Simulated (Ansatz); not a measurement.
# Al2GaP3: the cost of one run

Computed with Ansatz 0.2.0 (DFT PBE, scalar-relativistic, plane waves, PAW, unless a step's input says otherwise).

### Step 1. Starting point

It takes space group P3m1 (No. 156, trigonal). Conventional cell: a = 3.894 Å, b = 3.894 Å, c = 9.539 Å, α = 90.00°, β = 90.00°, γ = 120.00°. Al (site symmetry 3m) has 4 P at 2.38 to 2.39 Å as nearest neighbours. Al (site symmetry 3m) is surrounded by 4 P at 2.38 Å. Ga (site symmetry 3m) is surrounded by 4 P at 2.39 Å. P (site symmetry 3m) has 4 Al at 2.38 to 2.39 Å as nearest neighbours. P (site symmetry 3m) is surrounded by 1 Al at 2.38 Å and 3 Ga at 2.39 Å. P (site symmetry 3m) is surrounded by 3 Al at 2.38 Å and 1 Ga at 2.39 Å.

Structure file:

```
CELL_PARAMETERS angstrom
3.89397 0.00000 0.00000
-1.94699 3.37228 0.00000
0.00000 0.00000 9.53928
ATOMIC_POSITIONS crystal
Al 0.00000 0.00000 0.00013
Al 0.33333 0.66667 0.66679
Ga 0.66667 0.33333 0.33316
P 0.00000 0.00000 0.74991
P 0.33333 0.66667 0.41723
P 0.66667 0.33333 0.08279
```

The cell was relaxed beforehand at this level, from a generated guess; it is a trial structure. At a tolerance of 0.02 Å it has space group P3m1 (No. 156); it has 20.88 Å³/atom, an uncorrected energy of -0.56 eV/atom over the elements and, on its mesh, gap 1.61 eV.

### Step 2. Dielectric function, independent particles

Input file input.yaml:

```yaml
crystal:
  lattice:
    - [3.8939731197, 0.0, 0.0]
    - [-1.9469865599, 3.3722796434, 0.0]
    - [0.0, 0.0, 9.5392826973]
  atoms:
    - { symbol: Al, position: [0.0, 0.0, 0.0001264057] }
    - { symbol: Al, position: [0.3333333333, 0.6666666667, 0.6667880583] }
    - { symbol: Ga, position: [0.6666666667, 0.3333333333, 0.3331589793] }
    - { symbol: P, position: [0.0, 0.0, 0.7499066543] }
    - { symbol: P, position: [0.3333333333, 0.6666666667, 0.4172270516] }
    - { symbol: P, position: [0.6666666667, 0.3333333333, 0.0827928509] }
basis:
  ecutwfc: 420
kpoints:
  mp_grid: { grid: [12, 12, 4] }
hamiltonian:
  xc: pbe
scf:
  occupations: { method: gaussian, width: 0.02 }
  n_extra_bands: 24
output:
  forces: false
  stress: false
  eigenvalues: true
  optics: { e_range: [0, 14], sigma: 0.1, nscf_kmesh: { grid: [18, 18, 6] } }
checkpoint:
  read: start.run
  write: ck
  compress: false
  write_wavefunctions: false
  write_every: 100000
```

Started as:

```bash
> ansatz run input.yaml --threads 1 --pin off --max-ram 2560MiB --backend cpu --events-out ev --progress --plain --runs-dir out
```

**Question.** How long does this run take on 1 thread of Intel Xeon 6975P-C (Granite Rapids), shared host, and how much memory does it need?

About 4.8 min, with a peak of 1.5 GiB.
